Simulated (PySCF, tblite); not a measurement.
**CH6BrF3Si4: geometry, infrared bands and NMR shifts**

Wanted: the infrared bands and NMR shifts of CH6BrF3Si4 (`FC(F)(F)[Si@@H]1[SiH2][SiH2][Si@H]1Br`), by calculation.

The runs use tblite 0.8.0 and PySCF 2.14.0, with density-fitted response routines of our own; the level of theory stands in each step. All values are computed, except where a source is named. Atoms are numbered from 0 throughout.

### 1 The molecule as given

15 atoms, charge 0, multiplicity 1; geometry from: force field or distance geometry start.

Bonds of the start (Å): F0–C1 1.40, C1–F2 1.36, C1–F3 1.40, C1–Si4 1.86, Si4–Si5 2.24, Si5–Si6 2.24, Si6–Si7 2.25, Si7–Br8 2.25, Si7–Si4 2.23, Si4–H9 1.46, Si5–H10 1.46, Si5–H11 1.46, Si6–H12 1.46, Si6–H13 1.45, Si7–H14 1.45.

### 2 Relaxing the molecule with GFN2-xTB

The job: settings as JSON, then the geometry in Å.

```
{"job": {"kind": "relax", "xc": "GFN2-xTB", "basis": "xTB"}, "charge": 0, "multiplicity": 1}
F      1.632400    -1.778600     0.365400
C      2.053700    -0.597500    -0.253700
F      2.306800    -0.851400    -1.569100
F      3.211300    -0.233700     0.438700
Si     0.853100     0.794700     0.009200
Si    -0.610600     0.191400     1.598900
Si    -1.615000    -0.937400    -0.059300
Si    -0.923000     0.774200    -1.336800
Br    -2.216600     2.573600    -0.969100
H      1.428300     2.123200     0.157800
H     -0.043300    -0.644000     2.656300
H     -1.386000     1.344500     2.048900
H     -0.948300    -2.192000    -0.401400
H     -3.062200    -1.006000     0.024300
H     -0.685100     0.447100    -2.731800
```

Launch:

```
OMP_NUM_THREADS=1 python probes_run.py task.json out
```

This one command runs all jobs of the session in turn.

**Question.** This job is followed by: GFN2-xTB harmonic vibrations, gas phase; GIAO PBE0/pcSseg-1 NMR shielding, non-relativistic, gas phase. Predict these results of the whole session: strongest single infrared mode (GFN2-xTB); zero-point energy (GFN2-xTB); 13C shifts against TMS (PBE0/pcSseg-1); 1H shifts against TMS (PBE0/pcSseg-1); 19F shifts against CFCl3 (PBE0/pcSseg-1, means over atoms taken as alike); 29Si shifts against TMS (PBE0/pcSseg-1); 79Br shifts against HBr (PBE0/pcSseg-1).

**Answer**, as computed:

| quantity | value |
| --- | --- |
| strongest single infrared mode (GFN2-xTB) | 2234 cm⁻¹, 549 km/mol |
| zero-point energy (GFN2-xTB) | 39.6 kcal/mol |
| 13C shifts against TMS (PBE0/pcSseg-1) | 144.4 ppm |
| 1H shifts against TMS (PBE0/pcSseg-1) | 6.66, 5.02, 4.54, 4.44, 4.44, 4.37 ppm |
| 19F shifts against CFCl3 (PBE0/pcSseg-1, means over atoms taken as alike) | -59.2 ppm |
| 29Si shifts against TMS (PBE0/pcSseg-1) | 13.5, -35.3, -72.1, -86.3 ppm |
| 79Br shifts against HBr (PBE0/pcSseg-1) | -221 ppm |

The optimisation took 130 steps and gained 1.516 eV; among the close pairs (by a distance rule), Si6–Si7 changed most, from 2.245 to 2.391 Å. No mode is imaginary among the 39: a minimum at this level. The strongest single mode, at 2234 cm⁻¹, moves mainly H12. GFN2-xTB is a fitted tight-binding method: band positions and strengths are rough. Its intensities can rank the bands wrongly. At PBE0/pcSseg-1: The largest span, 184 ppm, is at F0, F2, F3, where the paramagnetic term is -245 ppm. Spin-orbit coupling is left out, which matters for shieldings and couplings at and beside the heavy atoms.
